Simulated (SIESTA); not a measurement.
## PbS2 under changes of volume

One of the cells (24.282 Å³/atom); the others are scaled copies at fixed shape and fractional positions:

```xyz
6
Lattice="-3.0953 3.0953 3.8016 3.0953 -3.0953 3.8016 3.0953 3.0953 -3.8016" Properties=species:S:1:pos:R:3 pbc="T T T"
Pb    0.0000    0.0000    1.9008
Pb    0.0000    0.0000    5.7024
S     0.7369    2.3584    0.0000
S     2.3584    0.7369    3.8016
S    -0.7369    2.3584    3.8016
S     3.8322    0.7369    0.0000
```

The cell comes from a database or a generator and needn't be the stable form of this composition.

```yaml
Program: SIESTA 5.4.2
Functional: PBEsol
Potentials_or_basis: PseudoDojo 0.4 standard (PBEsol files)
Basis: DZP (energy shift 0.003 Ry; two zetas on semicore shells)
Grid_cutoff: 500 Ry
Energy_shift: 0.003 Ry
k_mesh: 6 × 6 × 6
Occupations: fermi-dirac, width 0.05 eV
Spin: no spin polarisation
```

```csv
volume (Å³/atom),energy over the lowest point (meV/atom),pressure (GPa),largest force (eV/Å)
22.378,12.04,3.7,1.102
22.854,3.71,2.0,0.917
23.330,0.00,0.5,0.744
24.282,?,?,?
24.758,11.97,-3.0,0.292
25.235,22.40,-4.0,0.158
```

Question: What does the run at 24.282 Å³/atom give?

Answer: Energy over the lowest point 4.48 meV/atom; pressure -2.0 GPa; largest force 0.433 eV/Å.

Worked out: A Birch-Murnaghan fit of order 3 (a polynomial in V^(-2/3)) to the other rows has its minimum at 23.52 Å³/atom with B0 = V·E''(V) = 66 GPa and B' = 4.4 at fixed shape and positions, which overstates the stiffness. It gives 4.54 meV/atom at 24.282 Å³/atom, against the run's 4.48, and -dE/dV = -2.0 GPa, against -2.0.

Energies are extrapolated to zero smearing.

Caveats: the basis of atomic orbitals isn't converged, which shifts pressures, moduli and gaps; forces of over 1 eV/Å show positions far from the minimum, so gaps and moduli don't describe the material at rest (some runs).
